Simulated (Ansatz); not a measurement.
# FeNi3 (Awaruite): the cost of one run

Computed with Ansatz 0.2.0 (DFT PBE, scalar-relativistic, plane waves, PAW, unless a step's input says otherwise).

These runs use a low cutoff (300 eV) and a coarse mesh on purpose, to show what cheap settings give: their numbers aren't properties of the material.

## 1. The starting structure

The structure is cubic, space group Pm-3m (No. 221). The conventional cell has a = 3.545 Å, b = 3.545 Å, c = 3.545 Å, α = 90.00°, β = 90.00°, γ = 90.00°. Around Fe (site symmetry m-3m) lie 12 Ni at 2.51 Å. Around Ni (site symmetry 4/mmm) lie 4 Fe at 2.51 Å and 8 Ni at 2.51 Å.

Coordinates:

```
Fe Ni
1.0
     3.54500    0.00000    0.00000
     0.00000    3.54500    0.00000
     0.00000    0.00000    3.54500
Fe Ni
1 3
Direct
  0.00000 0.00000 0.00000
  0.00000 0.50000 0.50000
  0.50000 0.00000 0.50000
  0.50000 0.50000 0.00000
```

Starting moments: Fe 2.50; Ni 0.80 μB.

## 2. At the starting volume

Input file input.yaml:

```yaml
crystal:
  lattice:
    - [3.545, 0.0, 0.0]
    - [0.0, 3.545, 0.0]
    - [0.0, 0.0, 3.545]
  atoms:
    - { symbol: Fe, position: [0.0, 0.0, 0.0], spin: 2.5 }
    - { symbol: Ni, position: [0.0, 0.5, 0.5], spin: 0.8 }
    - { symbol: Ni, position: [0.5, 0.0, 0.5], spin: 0.8 }
    - { symbol: Ni, position: [0.5, 0.5, 0.0], spin: 0.8 }
basis:
  ecutwfc: 300
  ecutrho_ratio: 4
kpoints:
  mp_grid: { grid: [6, 6, 6] }
hamiltonian:
  xc: pbe
scf:
  occupations: { method: gaussian, width: 0.05 }
output:
  forces: true
  stress: true
  eigenvalues: true
  populations: true
magnetization:
  spin_polarized: true
```

The run is started by

```bash
$ ansatz run input.yaml --threads 1 --pin off --max-ram 2560MiB --backend cpu --events-out ev --progress --plain --runs-dir out
```

Q: Estimate wall time and peak memory on 1 thread of Intel Xeon 6975P-C (Granite Rapids), shared host.

About 4.1 s, with a peak of 0.47 GiB.
